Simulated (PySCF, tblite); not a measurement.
# C3H8GeSSi: geometry, infrared bands and NMR shifts

Aim: predict the infrared bands and NMR shifts of C3H8GeSSi (`C=C1[SiH2][CH2][GeH2][S]1`).

Programs: tblite 0.8.0 and PySCF 2.14.0, with density-fitted response routines of our own. Each step states its level of theory. These are calculated values for one molecule in the gas phase, unless marked as measured. Atoms count from 0, in the outputs and in this text.

### 1 Starting geometry

14 atoms, charge 0, multiplicity 1; geometry from: force field or distance geometry start.

Bonds of the start (Å): C0–C1 1.34, C1–Si2 1.85, Si2–C3 1.89, C3–Ge4 1.92, Ge4–S5 2.23, S5–C1 1.81, C0–H6 1.08, C0–H7 1.10, Si2–H8 1.45, Si2–H9 1.48, C3–H10 1.11, C3–H11 1.10, Ge4–H12 1.56, Ge4–H13 1.53.

### 2 Relaxing the molecule with GFN2-xTB

What the job is given:

```
{"job": {"kind": "relax", "xc": "GFN2-xTB", "basis": "xTB"}, "charge": 0, "multiplicity": 1}
C      2.308100     1.035800    -0.249300
C      1.129800     0.672200     0.267800
Si     0.508800    -1.036500     0.618000
C     -1.090500    -1.070300    -0.391700
Ge    -1.911100     0.644800    -0.096400
S     -0.209200     1.756000     0.828500
H      3.061900     0.322900    -0.563800
H      2.516700     2.104000    -0.372800
H      1.381100    -2.095100     0.144700
H      0.217700    -1.087200     2.065000
H     -1.736800    -1.938000    -0.126900
H     -0.772800    -1.149900    -1.438000
H     -2.248200     1.228600    -1.499400
H     -3.156300     0.612100     0.792200
```

Run with:

```bash
$ OMP_NUM_THREADS=1 python probes_run.py task.json out
```

The driver reads the jobs from task.json and runs them one after another.

The program printed:

```text
step      E/eV     max force
  0    -472.54217    1.340
  1    -472.61708    0.723
  2    -472.66317    0.612
  3    -472.70386    0.576
  4    -472.74158    0.583
  5    -472.76238    0.324
  6    -472.77684    0.344
  7    -472.78711    0.285
  8    -472.79807    0.411
  9    -472.80824    0.362
 10    -472.81611    0.179
 11    -472.82105    0.166
 12    -472.82547    0.203
 13    -472.83045    0.179
 14    -472.83512    0.166
 15    -472.83884    0.147
 16    -472.84148    0.115
 17    -472.84357    0.113
 18    -472.84550    0.120
 19    -472.84723    0.133
 20    -472.84900    0.148
 21    -472.85116    0.160
 22    -472.85365    0.165
 23    -472.85605    0.160
 24    -472.85823    0.143
 25    -472.86042    0.123
 26    -472.86290    0.131
 27    -472.86549    0.134
 28    -472.86759    0.119
 29    -472.86928    0.102
 30    -472.87124    0.128
 31    -472.87389    0.154
 32    -472.87726    0.201
 33    -472.88070    0.197
 34    -472.88379    0.148
 35    -472.88689    0.169
 36    -472.89106    0.260
 37    -472.89686    0.298
 38    -472.90212    0.222
 39    -472.90464    0.109
 40    -472.90449    0.227
 41    -472.90672    0.085
 42    -472.90745    0.073
 43    -472.90979    0.111
 44    -472.91150    0.107
 45    -472.91312    0.076
 46    -472.91405    0.073
 47    -472.91477    0.077
 48    -472.91556    0.078
 49    -472.91648    0.081
 50    -472.91722    0.070
 51    -472.91767    0.062
 52    -472.91798    0.046
 53    -472.91830    0.041
 54    -472.91871    0.065
 55    -472.91911    0.064
 56    -472.91953    0.043
 57    -472.91991    0.050
 58    -472.92021    0.049
 59    -472.92041    0.039
 60    -472.92056    0.033
 61    -472.92067    0.027
 62    -472.92074    0.021
 63    -472.92078    0.016
 64    -472.92081    0.013
 65    -472.92084    0.014
 66    -472.92088    0.016
 67    -472.92091    0.017
 68    -472.92094    0.014
 69    -472.92097    0.013
 70    -472.92099    0.014
 71    -472.92101    0.012
 72    -472.92103    0.010
 73    -472.92105    0.008
```

It took 0.56 s on 1 thread of Arm Neoverse V1, shared host; peak memory 0.18 GiB.

Step by step: (not every step is listed)

```csv
step,energy from step 0 (eV),largest force (eV/Å)
0,0.0000,1.3402
1,-0.0749,0.7227
2,-0.1210,0.6121
3,-0.1617,0.5756
4,-0.1994,0.5830
5,-0.2202,0.3244
6,-0.2347,0.3440
7,-0.2449,0.2851
8,-0.2559,0.4108
14,-0.2930,0.1656
20,-0.3068,0.1477
26,-0.3207,0.1308
32,-0.3351,0.2007
38,-0.3600,0.2225
44,-0.3693,0.1074
50,-0.3750,0.0702
56,-0.3774,0.0432
62,-0.3786,0.0207
68,-0.3788,0.0141
69,-0.3788,0.0135
70,-0.3788,0.0142
71,-0.3788,0.0116
72,-0.3789,0.0099
73,-0.3789,0.0079
```

Close pairs (by a distance rule), those that changed most:

```csv
bond,before (Å),after (Å),change (Å)
C3–Ge4,1.924,1.981,+0.057
C1–Si2,1.851,1.896,+0.045
Ge4–H12,1.557,1.516,-0.041
C3–H10,1.114,1.086,-0.028
C1–S5,1.812,1.786,-0.026
C0–H7,1.095,1.078,-0.018
Ge4–S5,2.233,2.216,-0.017
Si2–H8,1.451,1.465,+0.013
```

The final coordinates are the input of the step that follows.

### 3 Infrared spectrum with GFN2-xTB

What the job is given:

```
{"job": {"kind": "ir", "xc": "GFN2-xTB", "basis": "xTB"}, "charge": 0, "multiplicity": 1}
C      2.375665     1.099331     0.149007
C      1.105446     0.714413     0.103535
Si     0.566623    -1.085354     0.359318
C     -1.200269    -1.161451    -0.342074
Ge    -1.942180     0.672667    -0.246135
S     -0.141043     1.961299    -0.179655
H      3.158760     0.379870     0.319167
H      2.677140     2.126032     0.020023
H      1.471363    -1.968858    -0.379429
H      0.546513    -1.374388     1.797748
H     -1.828835    -1.853590     0.210905
H     -1.190302    -1.484772    -1.381187
H     -2.794744     1.072856    -1.433781
H     -2.804814     0.901473     0.980393
```

The program printed:

```text
mode    cm-1     km/mol
  1      32.2      1.02
  2      60.1      0.07
  3     221.3      5.71
  4     265.0      5.90
  5     288.1      2.41
  6     326.0      2.58
  7     397.9     35.93
  8     418.4     12.32
  9     470.2     25.62
 10     523.9     25.55
 11     535.4     18.13
 12     550.0     14.73
 13     580.9     10.78
 14     611.7    106.56
 15     657.6     16.26
 16     681.8    148.40
 17     712.1    256.89
 18     747.9    212.25
 19     762.2    235.91
 20     797.3    130.97
 21     842.4    213.64
 22     878.3     32.77
 23     965.3      6.15
 24    1066.4     83.64
 25    1086.3      8.93
 26    1389.7      4.76
 27    1428.1      1.67
 28    1625.3     29.96
 29    1851.3    290.55
 30    1911.0    504.08
 31    2230.7    290.57
 32    2254.0    335.82
 33    2985.0     19.16
 34    3005.8     17.10
 35    3089.2      9.70
 36    3114.5     28.03
```

Wall time 0.54 s (1 thread of Arm Neoverse V1, shared host); peak memory 0.18 GiB.

Which atoms move in the most intense modes:

```csv
cm⁻¹,km/mol,atoms
712,256.9,"C3 27 %, H9 23 %, H11 12 %, H8 12 %"
748,212.2,"H9 42 %, H8 42 %"
762,235.9,"C3 24 %, Si2 22 %"
842,213.6,"H12 50 %, H13 46 %"
1851,290.6,"H13 56 %, H12 43 %"
1911,504.1,"H12 55 %, H13 43 %"
2231,290.6,H9 97 %
2254,335.8,H8 97 %
```

### 4 NMR shieldings: PBE0/pcSseg-1

The job, as its differences from that of step 3:

```diff
@@ -1,2 +1,2 @@
-{"job": {"kind": "ir", "xc": "GFN2-xTB", "basis": "xTB"}, "charge": 0, "multiplicity": 1}
+{"job": {"kind": "nmr", "xc": "PBE0", "basis": "pcSseg-1"}, "charge": 0, "multiplicity": 1}
 C      2.375665     1.099331     0.149007
```

Method: GIAO PBE0/pcSseg-1 NMR shielding, non-relativistic, gas phase.

The program printed:

```text
coarse grid: 55464 points
cycle   1  E = -2882.8151882507  dE = -1.123e-01  |g| = 9.337e-01  |ddm| = 3.663e+00
cycle   2  E = -2882.7719659025  dE =  4.322e-02  |g| = 9.993e-01  |ddm| = 1.143e+00
cycle   3  E = -2882.8950475547  dE = -1.231e-01  |g| = 1.014e-01  |ddm| = 7.613e-01
cycle   4  E = -2882.8969860097  dE = -1.938e-03  |g| = 4.218e-02  |ddm| = 1.501e-01
cycle   5  E = -2882.8974730222  dE = -4.870e-04  |g| = 1.166e-02  |ddm| = 5.268e-02
cycle   6  E = -2882.8975064674  dE = -3.345e-05  |g| = 2.952e-03  |ddm| = 1.317e-02
cycle   7  E = -2882.8975084484  dE = -1.981e-06  |g| = 1.105e-03  |ddm| = 3.568e-03
final grid: 113312 points
cycle   8  E = -2882.8975371983  dE =  3.247e-07  |g| = 1.599e-03  |ddm| = 2.890e-03
cycle   9  E = -2882.8975362215  dE =  9.768e-07  |g| = 2.516e-03  |ddm| = 4.113e-03
cycle  10  E = -2882.8975378513  dE = -1.630e-06  |g| = 2.226e-04  |ddm| = 2.502e-03
cycle  11  E = -2882.8975378643  dE = -1.304e-08  |g| = 2.718e-05  |ddm| = 2.219e-04
cycle  12  E = -2882.8975378645  dE = -2.055e-10  |g| = 4.339e-06  |ddm| = 3.829e-05
converged SCF energy = -2882.8975378645

GIAO shielding tensors (ppm)
atom      isotropic    diamagn.    paramagn.     s11        s22        s33       span
  0 C       55.174     250.382    -195.208    -66.944     75.821    156.646    223.590
  1 C       31.731     263.949    -232.217    -69.033     38.724    125.503    194.536
  2 Si     382.091     880.517    -498.426    304.867    400.337    441.071    136.204
  3 C      191.963     256.044     -64.081    174.536    192.639    208.713     34.177
  4 Ge    1358.474    2755.314   -1396.840   1173.538   1355.753   1546.131    372.593
  5 S      551.091    1057.248    -506.157    328.617    485.618    839.039    510.422
  6 H       25.770      30.182      -4.413     21.694     23.871     31.745     10.051
  7 H       25.226      29.950      -4.724     21.374     23.206     31.098      9.724
  8 H       26.969      29.490      -2.520     22.906     25.109     32.893      9.987
  9 H       27.123      29.184      -2.061     23.352     25.054     32.964      9.612
 10 H       31.324      29.907       1.417     25.328     27.630     41.014     15.687
 11 H       31.027      30.689       0.337     24.978     27.949     40.154     15.176
 12 H       26.372      28.285      -1.914     19.581     20.830     38.705     19.124
 13 H       26.396      28.581      -2.185     19.520     21.062     38.607     19.087
```

Wall time 38 s (1 thread of Arm Neoverse V1, shared host); peak memory 0.79 GiB.

The references, computed at this level on geometries of the same kind, shield at (ppm): 1H TMS 31.72, 13C TMS 186.9, 29Si TMS 349.2, 33S CS2 504, 73Ge GeMe4 1331. Their shielding less the atom's gives the shift. The references are single molecules in the gas phase. Atoms listed in one row are averaged.

```csv
atoms,environment,σ (ppm),δ (ppm)
C1,fully substituted alkene carbon,31.7,155.2
C0,terminal =CH2 carbon,55.2,131.8
C3,sp3 CH2 bonded to Ge and Si,192.0,-5.0
H7,hydrogen on a terminal =CH2 carbon,25.23,6.49
H6,hydrogen on a terminal =CH2 carbon,25.77,5.95
"H12, H13","hydrogen on a germanium bonded to C, S, in a 5-membered ring",26.38,5.33
"H8, H9","hydrogen on a silicon bonded to 2 C, in a 5-membered ring",27.05,4.67
"H10, H11",hydrogen on an sp3 CH2 bonded to Ge and Si,31.18,0.54
Si2,"silicon bonded to 2 C, 2 H, in a 5-membered ring",382.1,-32.9
Ge4,"germanium bonded to C, S, 2 H, in a 5-membered ring",1358,-28
S5,"sulfur bonded to C, Ge, in a 5-membered ring",551,-47
```

The run also stored atomic charges by several schemes (e):

```csv
atoms,Mulliken,IAO,Hirshfeld,ESP fit
C0,-0.08,-0.32,-0.12,-0.48
C1,-0.62,-0.36,-0.11,-0.04
Si2,0.80,0.76,0.33,0.53
C3,-0.79,-0.79,-0.24,-0.69
Ge4,0.33,0.58,0.32,0.49
S5,-0.10,-0.11,-0.08,-0.25
```

Mayer bond orders: C0–C1 1.94, C1–Si2 0.78, Si2–C3 0.88, C3–Ge4 0.97, Ge4–S5 0.99, S5–C1 1.02.

Ring of atoms C1, Si2, C3, Ge4, S5: NICS(0) -4.9, NICS(1) -3.4, NICS(1)zz -0.3 ppm (means of both faces).

Orbitals, density, ELF and potential are computed afterwards from the orbital file.

Frontier orbitals at PBE0/pcSseg-1, with the share of their density that lies nearest to each atom:

```csv
orbital,energy (eV),lies on
HOMO,-6.40,S5 54 %; C0 22 %; C1 10 %
LUMO,-0.43,"C0, C1 about 26 % each; S5 8 %; H6, H7 about 7 % each"
```

ELF in a plane through or near 9 of the atoms.

Ten even steps from ' ' (0.00) to '@' (1.00):
```
                                                        
                                                        
                                                        
                  ..--==::                              
                ..**%%%%##--..      ::--..              
                ..##@@@@%%==::::::--%%@@##::            
                  --##==......##**##@@@@@@++            
        --%%##..  ..--  %%##::%%##==@@@@%%--            
      ::@@@@@@%%    ==::----..@@**..++##==..            
      --@@@@@@@@==--**@@@@==--++##%%%%**::              
      ..**@@@@**==%%..::%%--  ..++--::::::              
          ==**::::%%::--##==----..****--::::            
        --%%@@@@**++==%%##++**##..**++------..          
        ##@@@@@@##  ::**::++..%%++..::..++==::          
        ++@@@@@@::  ==##::**..**++::::====--..          
          ==##--    ++%%%%####**::  ....::..            
                    ==##%%##**--                        
                    ::======--..                        
                                                        
                                                        
```
The map spans 11.6 Å across and 9.5 Å up, centred on the molecule. Atoms in the plane (x, y in Å): C0 (-2.5, -0.6), C1 (-1.2, -0.5), Si2 (-0.4, 1.2), C3 (1.4, 0.9), Ge4 (1.8, -1.0), S5 (-0.2, -2.0), H6 (-3.2, 0.2), H7 (-3.0, -1.6), H10 (2.1, 1.5).

log10 of the density (e/Å³) in the same plane.

Ten even steps from ' ' (-4.0) to '@' (1.8):
```
                                                        
                    ........                            
                ..::::::::::::......                    
              ..::::----------::::::::::..              
            ..::--====++++======----------::..          
          ....::--==++****++++++==++++++==--::          
      ....::::----==++**##**************++==::..        
      ::----========++**@@@@##**######**++==::..        
    ..::==++++++==++++**####****##%%##**++==::..        
    ..--==**##**************++********++++==--::..      
    ::--==**############**++++++********++==--::..      
    ..--==++**%%%%######****++++**@@@@##++++----::..    
    ..--==++**##********##********@@@@##**++==--::..    
    ..::==++******++++**##@@##******##**++++==--::..    
      ::--==++++====++**##%%##**++++++++++==--::..      
      ..::--------==++********++++========----::..      
        ......::::--====++++++==------::::::::..        
                ..::----======----::::........          
                  ....::::::::::..                      
                        ......                          
```
The map spans 11.6 Å across and 9.5 Å up, centred on the molecule. Atoms in the plane (x, y in Å): C0 (-2.5, -0.6), C1 (-1.2, -0.5), Si2 (-0.4, 1.2), C3 (1.4, 0.9), Ge4 (1.8, -1.0), S5 (-0.2, -2.0), H6 (-3.2, 0.2), H7 (-3.0, -1.6), H10 (2.1, 1.5).

On the surface of density 0.002 e/bohr³ the electrostatic potential runs, from the 1st to the 99th percentile, from -0.92 V near S5 to 1.18 V near H13.

### 5 Results

| quantity | value |
| --- | --- |
| strongest single infrared mode (GFN2-xTB) | 1911 cm⁻¹, 504 km/mol |
| zero-point energy (GFN2-xTB) | 56.3 kcal/mol |
| 13C shifts against TMS (PBE0/pcSseg-1) | 155.2, 131.8, -5.0 ppm |
| 1H shifts against TMS (PBE0/pcSseg-1, means over atoms taken as alike) | 6.49, 5.95, 5.33, 4.67, 0.54 ppm |
| 29Si shifts against TMS (PBE0/pcSseg-1) | -32.9 ppm |
| 73Ge shifts against GeMe4 (PBE0/pcSseg-1) | -28 ppm |
| 33S shifts against CS2 (PBE0/pcSseg-1) | -47 ppm |
| surface potential, 1st and 99th percentile | -0.92 V and 1.18 V |

**Reading.** Over 73 steps the energy fell by 0.379 eV; of the close pairs, C3–Ge4 changed most, 1.924 to 1.981 Å. No mode is imaginary among the 36: a minimum at this level. The strongest single mode, at 1911 cm⁻¹, moves mainly H12 and H13. GFN2-xTB is a fitted tight-binding method: band positions and strengths are rough. Its intensities can rank the bands wrongly. C1 (fully substituted alkene carbon) lies farthest downfield among carbon, at 155.2 ppm; the olefinic region. At PBE0/pcSseg-1: Shielding is most anisotropic at S5 (span 510 ppm, paramagnetic term -506 ppm). At PBE0/pcSseg-1, counted by nearest atom on the grid, the HOMO lies on S5 54 %; C0 22 %, the LUMO on C0, C1 about 26 % each; S5 8 %. Spin-orbit coupling is left out, which matters for shieldings and couplings at and beside the heavy atoms.
